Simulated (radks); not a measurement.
**Excited configurations of Gd**

An exercise on one series of results from a longer session: the logs are not shown, and one member is left open.

The numbers are computed with radks (a radial shooting solver on a logarithmic mesh, Libxc functionals) version 1 (scalar-relativistic Kohn-Sham, PBE, spin-polarised, spherical densities, point nucleus; open shells are filled with parallel spins first), except any that are marked as measured or tabulated.

## The system

* element: gadolinium (Z = 64)
* charge: 0
* electrons: 64
* configuration: [Xe] 4f7 5d1 6s2

Outer shells as boxes (Hund's rule):

Gd
```
[Xe] core
4f [↑ ][↑ ][↑ ][↑ ][↑ ][↑ ][↑ ]
5d [↑ ][  ][  ][  ][  ]
6s [↑↓]
```

Set-up of the first run:

The run's settings:

```text
Z 64
configuration [Xe] 4f7 5d1 6s2
relativity scalar-relativistic
functional pbe,pbe
spin polarised
nucleus point
c 137.035999084
```

Among the steps run: Ground configuration: [Xe] 4f7 5d1 6s2.

One table of the session follows, with a row left open; its other results are not shown here.

It belongs to the step «Ground configuration: [Xe] 4f7 5d1 6s2». From the orbitals of this run (lengths in bohr):

```
  level     <r>  outermost maximum (interpolated)  90 % within  nodes
  5p up   1.550                              1.35         2.27      3
5p down   1.585                              1.37         2.33      3
  4f up  0.8537                             0.567         1.46      0
4f down  0.9062                             0.569         1.58      0
  6s up   3.923                              3.34         5.79      5
6s down   4.123                              3.49         6.11      5
  5d up       ?                                 ?            ?      ?
5d down   3.109                              2.04         5.22      2
```

Estimate the missing values for 5d up.

The run gave: <r>: 2.741; outermost maximum (interpolated): 1.93; 90 % within: 4.48; nodes: 2. In the column «<r>» it lies between 5p down (1.585) and 5d down (3.109).

To keep in mind: Open shells are spherical and high-spin; term and fine-structure splittings are not resolved.
